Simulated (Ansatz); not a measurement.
# C3H2ClF3: one species, many methods

How much do the methods differ for C3H2ClF3? The plan is to run it at one geometry with functionals of several rungs and with coupled cluster, and see how far each lands from CCSD(T) at the basis-set limit for the atomisation energy.

Program: Ansatz 0.2.0, Gaussian basis. Level of theory: functionals in def2-TZVPP, the program's frozen cores in correlated methods. These are calculated values, not measurements.

Plan: LDA (SPW92), PBE-D4, revPBE-D4, BLYP-D4, r2SCAN-D4, B97M-V, PBE0-D4, B3LYP-D4, r2SCANh-D4, r2SCAN0-D4, HSE06-D4, BHLYP-D4, CAM-B3LYP-D4, LC-ωPBE, ωB97X-V, ωB97M-V, B2PLYP, PBE-QIDH; CCSD(T)/def2-SVP; CCSD(T)/def2-TZVPP; MP2/def2-QZVPP; extrapolation to the limit; RPA on PBE.

## 1. Structure used throughout

The geometry comes from an earlier relaxation with PBE0-D4 in a triple-zeta def2 set; it is a stationary point, not always the lowest conformer.

SMILES `F/C(Cl)=C\C(F)F`, 9 atoms, charge 0, spin multiplicity 1.

Atoms are counted from 1 here; the program's logs count them from 0.

Bond lengths: F1–C2 1.323 Å, C2–Cl3 1.701 Å, C2–C4 1.322 Å, C4–C5 1.484 Å, C4–H8 1.081 Å, C5–F6 1.360 Å, C5–F7 1.360 Å, C5–H9 1.092 Å. Angles: F1–C2–Cl3 112.2°, F1–C2–C4 122.8°, Cl3–C2–C4 125.0°, C2–C4–C5 122.6°, C2–C4–H8 119.6°, C5–C4–H8 117.8°, C4–C5–F6 109.8°, C4–C5–F7 109.8°, C4–C5–H9 113.8°, F6–C5–F7 106.6°, F6–C5–H9 108.3°, F7–C5–H9 108.3°.

## 2. LDA

This LDA is Slater exchange with PW92 correlation.

The input, in.yaml:

```yaml
crystal:
  periodic: [false, false, false]
  atoms:
    - {symbol: F, position_ang: [-1.955585, -0.491948, 0.012695]}
    - {symbol: C, position_ang: [-0.996614, -0.147352, 0.856179]}
    - {symbol: Cl, position_ang: [-1.548805, -0.082193, 2.463776]}
    - {symbol: C, position_ang: [0.240351, 0.111319, 0.468324]}
    - {symbol: C, position_ang: [0.665256, 0.038129, -0.951611]}
    - {symbol: F, position_ang: [1.155269, 1.242632, -1.349079]}
    - {symbol: F, position_ang: [1.680368, -0.856848, -1.083637]}
    - {symbol: H, position_ang: [0.983591, 0.388668, 1.202712]}
    - {symbol: H, position_ang: [-0.135431, -0.248707, -1.636457]}
basis:
  gaussian: {orbitals: def2-TZVPP}
hamiltonian: {xc: lda}
output: {orbitals: {seedname: orbitals}}
```

Further steps of the session: PBE-D4 (GGA); revPBE-D4 (GGA); BLYP-D4 (GGA); r2SCAN-D4 (meta-GGA); B97M-V (meta-GGA); PBE0-D4 (hybrid); B3LYP-D4 (hybrid); r2SCANh-D4 (hybrid); r2SCAN0-D4 (hybrid); HSE06-D4 (hybrid); BHLYP-D4 (hybrid); CAM-B3LYP-D4 (range-separated); LC-ωPBE-D4 (range-separated); ωB97X-V (range-separated); ωB97M-V (range-separated); B2PLYP (double hybrid); PBE-QIDH (double hybrid); CCSD(T) in def2-SVP; CCSD(T) in def2-TZVPP; MP2 in def2-QZVPP; RPA on PBE orbitals.

Before running them: what should the planned runs give, taken together? Wanted: atomisation energy, CCSD(T)/CBS; farthest beyond LDA; mean size of error, GGA; mean size of error, meta-GGA; mean size of error, hybrid; mean size of error, range-separated; mean size of error, double hybrid; gap, smallest and largest; T1 diagnostic.

As calculated:

| quantity | value |
| --- | --- |
| atomisation energy, CCSD(T)/CBS | 867.0 kcal/mol |
| functionals within 4.3 kcal/mol (0.5 %) | B3LYP-D4, r2SCANh-D4, PBE-QIDH |
| farthest beyond LDA | PBE-D4 (+47.9 kcal/mol) |
| mean size of error, GGA | 23.3 kcal/mol |
| mean size of error, meta-GGA | 8.2 kcal/mol |
| mean size of error, hybrid | 15.6 kcal/mol |
| mean size of error, range-separated | 6.6 kcal/mol |
| mean size of error, double hybrid | 4.3 kcal/mol |
| gap, smallest and largest | 5.04 eV (LDA (SPW92)), 12.41 eV (LC-ωPBE) |
| T1 diagnostic | 0.0120 |
| triples share of the correlation energy | 3.7 % |

In words: LDA overbinds by 185.5 kcal/mol (21 %). PBE-D4 misses by +47.9 kcal/mol. Double hybrids carry the basis error of their MP2 part in triple zeta, and no dispersion term here, so their miss is partly the set-up's. By mean error the best rung here is double hybrid (4.3 kcal/mol) and the worst beyond LDA is GGA (23.3 kcal/mol). Misses under about 4.3 kcal/mol are within the doubt on the reference itself, which lacks core-valence correlation, relativity and higher excitations. Hartree-Fock recovers 69 % of the binding; the rest is correlation. CCSD(T) in def2-SVP is off by -42.8 kcal/mol, more than most functionals: a good method in a small basis is no reference. The gap grows from 5.0 to 12.4 eV across the functionals, mostly with the share of exact exchange.
